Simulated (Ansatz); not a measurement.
**AlH₃Se (SMILES [AlH2][SeH]): a rigid scan of the bond length Al1–H3**

One table from this session's results is given with a row withheld; the runs are named, their logs left out.

Method: single points in def2-TZVPP; program: Ansatz 0.2.0, Gaussian basis.

Levels: PBE-D4, r2SCAN-D4, PBE0-D4, B3LYP-D4, wB97M-V, Hartree-Fock, MP2, CCSD, CCSD(T). The scan takes 1.421, 1.453, 1.500, 1.554, 1.614, 1.679, 1.747, 1.820, 1.895 Å.

Cores are frozen in the correlated methods. Filled d shells of the heavier atoms are correlated. B3LYP uses VWN-RPA correlation.

37 further runs of the same task are left out: 37 set aside as unsound or not needed.

### Where the work starts

The minimum, relaxed at PBE0-D4: SMILES `[AlH2][SeH]`, 5 atoms, charge 0, spin multiplicity 1.

Atoms are counted from 1 here; the program's logs count them from 0.

Bond lengths: Al1–Se2 2.314 Å, Al1–H3 1.579 Å, Al1–H4 1.580 Å, Se2–H5 1.469 Å. Angles: Se2–Al1–H3 116.3°, Se2–Al1–H4 119.2°, H3–Al1–H4 124.5°, Al1–Se2–H5 92.2°.

As a file:

```
Al   -0.4352   -0.5307    0.1668
Se    0.8703    1.3466    0.5229
H    -1.2368   -1.0727    1.4151
H    -0.4741   -1.1810   -1.2728
H     1.3256    1.3641   -0.8735
```

Energies of the minimum (eV), from earlier single points: PBE-D4 -71982.67111, r2SCAN-D4 -71995.29256, PBE0-D4 -71985.49626, B3LYP-D4 -71998.26335, wB97M-V -71991.96476, CCSD(T) -71945.40746.

At the minimum the bond length Al1–H3 is 1.579 Å.

Set-up of the first run:

Contents of ccsdt-tzvpp/in.yaml:

```yaml
crystal:
  periodic: [false, false, false]
  atoms:
    - {symbol: Al, position_ang: [-0.435238, -0.530732, 0.166825]}
    - {symbol: Se, position_ang: [0.870291, 1.346572, 0.522905]}
    - {symbol: H, position_ang: [-1.156401, -1.018337, 1.289949]}
    - {symbol: H, position_ang: [-0.474100, -1.180966, -1.272771]}
    - {symbol: H, position_ang: [1.325602, 1.364093, -0.873549]}
basis:
  gaussian: {orbitals: def2-TZVPP}
correlation: {method: ccsd_t}
```

No record of the launch command was kept for these runs.

Steps of the session up to this table: Al1–H3 = 1.421 Å; Al1–H3 = 1.453 Å; Al1–H3 = 1.500 Å; Al1–H3 = 1.554 Å; Al1–H3 = 1.614 Å; Al1–H3 = 1.679 Å; Al1–H3 = 1.747 Å; Al1–H3 = 1.820 Å; Al1–H3 = 1.895 Å.

One of the session's tables, all rows but one given; the rest of the session is left out.

It belongs to the step «The curves». Energies less that of the minimum at the same level (meV):

| bond length (Å) | PBE-D4 | PBE0-D4 | B3LYP-D4 | wB97M-V | Hartree-Fock |
| --- | --- | --- | --- | --- | --- |
| 1.421 | 227 | 210 | 193 | 183 | 198 |
| 1.453 | ? | ? | ? | ? | ? |
| 1.500 | 56 | 46 | 39 | 33 | 39 |
| 1.554 | 7 | 4 | 2 | 0 | 1 |
| 1.579 (minimum) | 0 | 0 | 0 | 0 | 0 |
| 1.614 | 4 | 8 | 11 | 14 | 13 |
| 1.679 | 46 | 60 | 68 | 76 | 76 |
| 1.747 | 131 | 156 | 166 | 182 | 184 |
| 1.820 | 254 | 292 | 304 | 329 | 338 |
| 1.895 | 403 | 455 | 465 | 507 | 525 |

Q: Estimate the row for bond length (Å) = 1.453 from the others.

Worked estimate for «PBE-D4». A straight line through the neighbours (1.421, 227) and (1.500, 56) gives 227 + (56 − 227) × (1.453 − 1.421) / (1.500 − 1.421) = 158; a parabola fitted to 3 rows on both sides gives 144.

The run gave: PBE-D4: 142; PBE0-D4: 127; B3LYP-D4: 114; wB97M-V: 106; Hartree-Fock: 116. In «PBE-D4» the line misses by +16 and the parabola by +2.

Limits of these values: A polynomial through the near points puts the CCSD(T) minimum 0.005 Å below the PBE0-D4 value.
